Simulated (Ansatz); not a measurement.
## a series on the Cu3Au structure: Ca3Sc, Ca3Y, Ca3La, Ca3Lu: a table of relaxed lattice constants and trends, step by step

With Ansatz 0.2.0, Python API.

Notebook, run cell by cell (the value of a cell's last expression is shown):

In [1]:
```python
import warnings

import ansatz
import numpy as np
from tabulate import tabulate
```

In [2]:
```python
def cu3au(A, B, a):
    return (
        ansatz.Lattice.cubic(a)
        .space_group(221)
        .atom(A, (0, 0, 0))
        .atom(B, (0, 0.5, 0.5))
    )
```

In [3]:
```python
def solve(name, crystal, relax=True):
    calc = (
        crystal.calculation()
        .functional("pbesol")
        .basis(420, xc_grid=3)
        .accuracy("low")
        .mixing("broyden", preconditioner="local_kerker")
        .scf(extra_bands=6)
        .kpoints(spacing=0.39)
        .occupations("cold", width=0.05)
        .stress()
        .band_table()
    )
    if relax:
        calc = calc.relax(force_tolerance=0.02, cell=True)
    return calc.run(threads=1)
```

In [4]:
```python
def bulk_modulus(name, outcome, step=0.015):
    # B = -V dP/dV from the pressures of two uniformly scaled cells, atoms held at their fractions
    pressure = []
    for factor in (1 - step, 1.0, 1 + step):
        cell = ansatz.Crystal(lattice=ansatz.Lattice.of(outcome.lattice.cell_ang * factor ** (1 / 3)))
        for site in outcome.report["lattice"]["sites"]:
            cell = cell.atom(site["symbol"], site["position_frac"])
        pressure.append(np.trace(solve(name, cell, relax=False).report["stress_gpa"]) / 3)
    slope, bend = (pressure[0] - pressure[2]) / (2 * step), abs(pressure[0] + pressure[2] - 2 * pressure[1])
    # a jump of mesh or basis between the cells shows as a kink: no modulus then
    return float(slope) if bend < 12 * step**2 * abs(slope) + 0.15 and abs(pressure[1]) < 1.5 else float("nan")
```

In [5]:
```python
def relaxed_twice(name, crystal):
    # the second pass draws mesh and plane waves anew for the relaxed cell
    first = solve(name, crystal)
    again = ansatz.Crystal(lattice=ansatz.Lattice.of(first.lattice.cell_ang))
    for site in first.report["lattice"]["sites"]:
        again = again.atom(site["symbol"], site["position_frac"])
    return solve(name, again)
```

In [6]:
```python
def volume_per_atom(outcome):
    return abs(np.linalg.det(outcome.lattice.cell_ang)) / len(outcome.lattice.sites)
```

In [7]:
```python
warnings.simplefilter("ignore", ansatz.DeckWarning)
```

In [8]:
```python
phases = {}
phases["Ca3Sc"] = cu3au("Sc", "Ca", 5.11)
phases["Ca3Y"] = cu3au("Y", "Ca", 5.41)
phases["Ca3La"] = cu3au("La", "Ca", 5.66)
phases["Ca3Lu"] = cu3au("Lu", "Ca", 5.36)
```

In [9]:
```python
done = {}
for name, crystal in phases.items():
    done[name] = relaxed_twice(name, crystal)
    print(f"{name}: {done[name].report['energy_sigma0_ev']:.4f} eV, {len(done[name].lattice.sites)} atoms")
```
```text
Ca3Sc: -7491.7651 eV, 4 atoms
Ca3Y: -9175.7576 eV, 4 atoms
Ca3La: -11541.8624 eV, 4 atoms
Ca3Lu: -19992.0405 eV, 4 atoms
```

In [10]:
```python
rows = [(name, float(np.linalg.norm(o.lattice.cell_ang[0])), volume_per_atom(o), bulk_modulus(name, o)) for name, o in done.items()]
print(tabulate(rows, headers=["compound", "a (A)", "V (A^3/atom)", "B (GPa)"], floatfmt=".4f", tablefmt="psql"))
```
```text
+------------+---------+----------------+-----------+
| compound   |   a (A) |   V (A^3/atom) |   B (GPa) |
|------------+---------+----------------+-----------|
| Ca3Sc      |  5.2189 |        35.5361 |   25.0971 |
| Ca3Y       |  5.3321 |        37.9004 |   21.6931 |
| Ca3La      |  5.3930 |        39.2141 |   22.6163 |
| Ca3Lu      |  5.2834 |        36.8697 |   24.2744 |
+------------+---------+----------------+-----------+
```

From smallest to largest: Ca3Sc (35.54 Å³), Ca3Lu (36.87 Å³), Ca3Y (37.90 Å³) and Ca3La (39.21 Å³). The largest is 10 % above the smallest.

Reading the output:
- The settings weren't tested for convergence.
- Spin is left out of this run.
- For the metals among these phases the mesh is modest: differences between phases can be off by up to 40 meV an atom.
- The bulk modulus is taken at fixed shape and positions, an upper value where these are free.
- Pressure is positive in compression.
- The cells are built on a prototype by substitution; a member may or may not take this structure in nature.
- It ran for 79 s on 1 thread of Arm Neoverse V2, on a shared host, peak memory 0.53 GiB.

(Lines on the test bed's own set-up are left out of the output.)
